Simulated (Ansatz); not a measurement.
# C₃H₆F₂Si: up Jacob's ladder to CCSD(T)

The task here is to estimate one member of a computed series from the others.

Program: Ansatz 0.2.0, Gaussian basis. Level of theory: functionals in def2-TZVPP, the program's frozen cores in correlated methods. These are calculated values, not measurements.

The runs, in order: PBE-D4, r2SCAN-D4, PBE0-D4, B3LYP-D4, ωB97X-V, ωB97M-V, B2PLYP; CCSD(T)/def2-TZVPP; MP2/def2-QZVPP; extrapolation to the limit.

### The relaxed structure

All runs share one geometry, relaxed beforehand with PBE0-D4 in a triple-zeta def2 set.

SMILES `C[SiH2]/C(F)=C\F`, 12 atoms, charge 0, spin multiplicity 1.

Atoms are counted from 1 here; the program's logs count them from 0.

Bond lengths: C1–Si2 1.866 Å, C1–H7 1.092 Å, C1–H8 1.092 Å, C1–H9 1.092 Å, Si2–C3 1.879 Å, Si2–H10 1.483 Å, Si2–H11 1.487 Å, C3–F4 1.359 Å, C3–C5 1.326 Å, C5–F6 1.334 Å, C5–H12 1.085 Å. Angles: Si2–C1–H7 110.6°, Si2–C1–H8 110.5°, Si2–C1–H9 110.9°, H7–C1–H8 108.2°, H7–C1–H9 108.3°, H8–C1–H9 108.3°, C1–Si2–C3 109.4°, C1–Si2–H10 112.2°, C1–Si2–H11 110.4°, C3–Si2–H10 107.7°, C3–Si2–H11 107.4°, H10–Si2–H11 109.5°, Si2–C3–F4 114.9°, Si2–C3–C5 129.4°, F4–C3–C5 115.7°, C3–C5–F6 121.4°, C3–C5–H12 124.7°, F6–C5–H12 114.0°.

Set-up of the first run:

The input, in.yaml:

```yaml
crystal:
  periodic: [false, false, false]
  atoms:
    - {symbol: C, position_ang: [0.276976, -1.199064, -1.511122]}
    - {symbol: Si, position_ang: [0.894548, -0.017872, -0.205872]}
    - {symbol: C, position_ang: [-0.452133, 0.256494, 1.074907]}
    - {symbol: F, position_ang: [-0.900342, -0.872567, 1.683542]}
    - {symbol: C, position_ang: [-1.030051, 1.386061, 1.459165]}
    - {symbol: F, position_ang: [-0.678503, 2.559958, 0.933164]}
    - {symbol: H, position_ang: [1.068780, -1.427765, -2.228139]}
    - {symbol: H, position_ang: [-0.049801, -2.135767, -1.054407]}
    - {symbol: H, position_ang: [-0.566592, -0.770079, -2.055791]}
    - {symbol: H, position_ang: [1.256519, 1.304273, -0.771342]}
    - {symbol: H, position_ang: [2.068716, -0.594250, 0.501471]}
    - {symbol: H, position_ang: [-1.811117, 1.455477, 2.208426]}
basis:
  gaussian: {orbitals: def2-TZVPP}
hamiltonian: {xc: pbe, dispersion: d4}
output: {forces: true, orbitals: {seedname: orbitals}}
```

Launch:

```console
> ansatz run in.yaml --threads 4 --pin off --events-out ev --progress --plain --max-ram 10444MiB
```

Among the steps run: PBE-D4 (GGA); r2SCAN-D4 (meta-GGA); PBE0-D4 (hybrid); B3LYP-D4 (hybrid); ωB97X-V (range-separated); ωB97M-V (range-separated); B2PLYP (double hybrid); CCSD(T) in def2-TZVPP; MP2 in def2-QZVPP.

One table of the session follows, with a row left open; its other results are not shown here.

```
            method  atomisation energy (kJ/mol)
            PBE-D4                       4681.9
         r2SCAN-D4                       4585.7
           PBE0-D4                       4581.7
          B3LYP-D4                       4564.4
           ωB97X-V                       4581.2
           ωB97M-V                       4580.9
            B2PLYP                       4516.8
     HF/def2-TZVPP                       3330.3
    MP2/def2-TZVPP                       4531.0
   CCSD/def2-TZVPP                       4372.9
CCSD(T)/def2-TZVPP                       4444.9
           MP2/CBS                       4646.3
       CCSD(T)/CBS                            ?
```

Estimate the missing values for CCSD(T)/CBS.

**Answer.** atomisation energy (kJ/mol): 4560.2. In the column «atomisation energy (kJ/mol)» it lies between MP2/def2-TZVPP (4531.0) and B3LYP-D4 (4564.4).
